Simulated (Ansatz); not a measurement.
# CsOs3: the cost of one run

Computed with Ansatz 0.2.0 (DFT PBE, scalar-relativistic, plane waves, PAW, unless a step's input says otherwise).

## 1. Starting point

Symmetry: Pm-3m, No. 221, cubic system. Conventional cell: a = 4.370 Å, b = 4.370 Å, c = 4.370 Å, α = 90.00°, β = 90.00°, γ = 90.00°. Cs (site symmetry m-3m) has 12 Os at 3.09 Å as nearest neighbours. Os (site symmetry 4/mmm) has 4 Cs at 3.09 Å and 8 Os at 3.09 Å as nearest neighbours.

Structure file:

```
CELL_PARAMETERS angstrom
4.37013 0.00000 0.00000
0.00000 4.37013 0.00000
0.00000 0.00000 4.37013
ATOMIC_POSITIONS crystal
Cs 0.00000 0.00000 0.00000
Os 0.00000 0.50000 0.50000
Os 0.50000 0.00000 0.50000
Os 0.50000 0.50000 0.00000
```

(A quick probe on a coarse mesh, which set the mesh and smearing, is not shown.)

## 3. Rough relaxation on the coarse mesh

Contents of input.yaml:

```yaml
crystal:
  lattice:
    - [4.3701338015, 0.0, 0.0]
    - [0.0, 4.3701338015, 0.0]
    - [0.0, 0.0, 4.3701338015]
  atoms:
    - { symbol: Cs, position: [0.0, 0.0, 0.0] }
    - { symbol: Os, position: [0.0, 0.5, 0.5] }
    - { symbol: Os, position: [0.5, 0.0, 0.5] }
    - { symbol: Os, position: [0.5, 0.5, 0.0] }
basis:
  ecutwfc: 420
kpoints:
  mp_grid: { grid: [4, 4, 4] }
hamiltonian:
  xc: pbe
scf:
  occupations: { method: gaussian, width: 0.1 }
  lower_state_search: "off"
output:
  forces: true
  stress: true
  eigenvalues: true
relax:
  adjacent_minimum: "off"
  f_tol: 0.04
  max_steps: 70
  cell: { stress_tol: 0.4 }
```

Started as:

```
$ ansatz run input.yaml --threads 1 --pin off --max-ram 2560MiB --backend cpu --events-out ev --progress --plain --runs-dir out
```

**Question.** How long does this run take on 1 thread of Intel Xeon Platinum 8259CL at 2.50GHz (Skylake/Cascade Lake), shared host, and how much memory does it need?

About 12 s, with a peak of 0.42 GiB.
